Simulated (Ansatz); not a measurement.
# Cs2H: the cost of one run

Program: Ansatz 0.2.0. Level of theory: DFT PBE, scalar-relativistic, plane waves, PAW. These are calculated values, not measurements.

## (1) The starting structure

The structure is tetragonal, space group I4/mmm (No. 139). Conventional cell: a = 4.994 Å, b = 4.994 Å, c = 8.191 Å, α = 90.00°, β = 90.00°, γ = 90.00°. Around Cs (site symmetry 4mm) lie 1 Cs at 1.52 Å. H (site symmetry 4/mmm) has 10 Cs at 3.33 to 3.61 Å as nearest neighbours.

As a file:

```
Cs H
1.0
    -2.49704    2.49704    4.09541
     2.49704   -2.49704    4.09541
     2.49704    2.49704   -4.09541
Cs H
2 1
Direct
  0.59300 0.59300 0.00000
  0.40700 0.40700 0.00000
  0.00000 0.00000 0.00000
```

This is candidate A: anti-CaC2 type (I4/mmm, No. 139).

(A quick probe on a coarse mesh, which set the mesh and smearing, is not shown.)

## (3) Rough relaxation on the coarse mesh (candidate A)

input.yaml

```yaml
crystal:
  lattice:
    - [-2.4970420346, 2.4970420346, 4.095405702]
    - [2.4970420346, -2.4970420346, 4.095405702]
    - [2.4970420346, 2.4970420346, -4.095405702]
  atoms:
    - { symbol: Cs, position: [0.593, 0.593, 0.0] }
    - { symbol: Cs, position: [0.407, 0.407, 0.0] }
    - { symbol: H, position: [0.0, 0.0, 0.0] }
basis:
  ecutwfc: 420
kpoints:
  mp_grid: { grid: [6, 6, 6] }
hamiltonian:
  xc: pbe
scf:
  occupations: { method: gaussian, width: 0.1 }
  lower_state_search: "off"
output:
  forces: true
  stress: true
  eigenvalues: true
relax:
  adjacent_minimum: "off"
  f_tol: 0.04
  max_steps: 70
  cell: { stress_tol: 0.4 }
```

Run with:

```sh
$ ansatz run input.yaml --threads 1 --pin off --max-ram 2560MiB --backend cpu --events-out ev --progress --plain --runs-dir out
```

What time and memory should one allow on 1 thread of Intel Xeon 6975P-C (Granite Rapids), shared host?

About 72 s, with a peak of 0.53 GiB.
